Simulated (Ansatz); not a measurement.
**CHOSe+: one structure at several levels**

An exercise on one series of results from a longer session: the logs are not shown, and one member is left open.

Method: single points in def2-TZVPP; program: Ansatz 0.2.0, Gaussian basis.

Correlated methods freeze the cores. Filled d shells of the heavier atoms are correlated.

### Starting geometry

SMILES `[OH+]=C=[Se]`, 4 atoms, charge 1, spin multiplicity 1.

Atoms are counted from 1 here; the program's logs count them from 0.

Bond lengths: O1–C2 1.204 Å, O1–H4 1.005 Å, C2–Se3 1.657 Å. Angles: C2–O1–H4 125.1°, O1–C2–Se3 172.3°.

Geometry (Å):

```
O    -0.4518    0.5744   -0.4907
C     0.0312   -0.3525    0.1070
Se    0.5472   -1.7549    0.8229
H    -0.1332    1.5262   -0.4354
```

Set-up of the first run:

Contents of run/in.yaml:

```yaml
crystal:
  periodic: [false, false, false]
  atoms:
    - {symbol: O, position_ang: [-0.451800, 0.574400, -0.490700]}
    - {symbol: C, position_ang: [0.031200, -0.352500, 0.107000]}
    - {symbol: Se, position_ang: [0.547200, -1.754900, 0.822900]}
    - {symbol: H, position_ang: [-0.133200, 1.526200, -0.435400]}
basis:
  gaussian: {orbitals: def2-TZVPP}
total_charge: 1
correlation: {method: ccsd_t}
output: {forces: true}
```

No record of the launch command was kept for these runs.

Steps of the session up to this table: CCSD(T)/def2-TZVPP; PBE0-D4/def2-TZVPP; wB97M-V/def2-TZVPP; r2SCAN-D4/def2-TZVPP; PBE-D4/def2-TZVPP; r2SCAN0-D4/def2-TZVPP; wB97X-V/def2-TZVPP.

One table of the session follows, with a row left open; its other results are not shown here.

| method | RMS force component (eV/Å) | angle to CCSD(T) forces (°) |
| --- | --- | --- |
| CCSD(T) | 1.336 | reference |
| PBE0-D4 | 1.067 | 14.5 |
| wB97M-V | 1.176 | 14.6 |
| r2SCAN-D4 | 1.078 | 9.1 |
| PBE-D4 | 1.148 | 6.9 |
| r2SCAN0-D4 | 1.057 | 22.7 |
| wB97X-V | ? | ? |

**Question.** Estimate the row for wB97X-V.

The run gave: RMS force component (eV/Å): 1.266; angle to CCSD(T) forces (°): 16.1. In the column «RMS force component (eV/Å)» it lies between wB97M-V (1.176) and CCSD(T) (1.336).
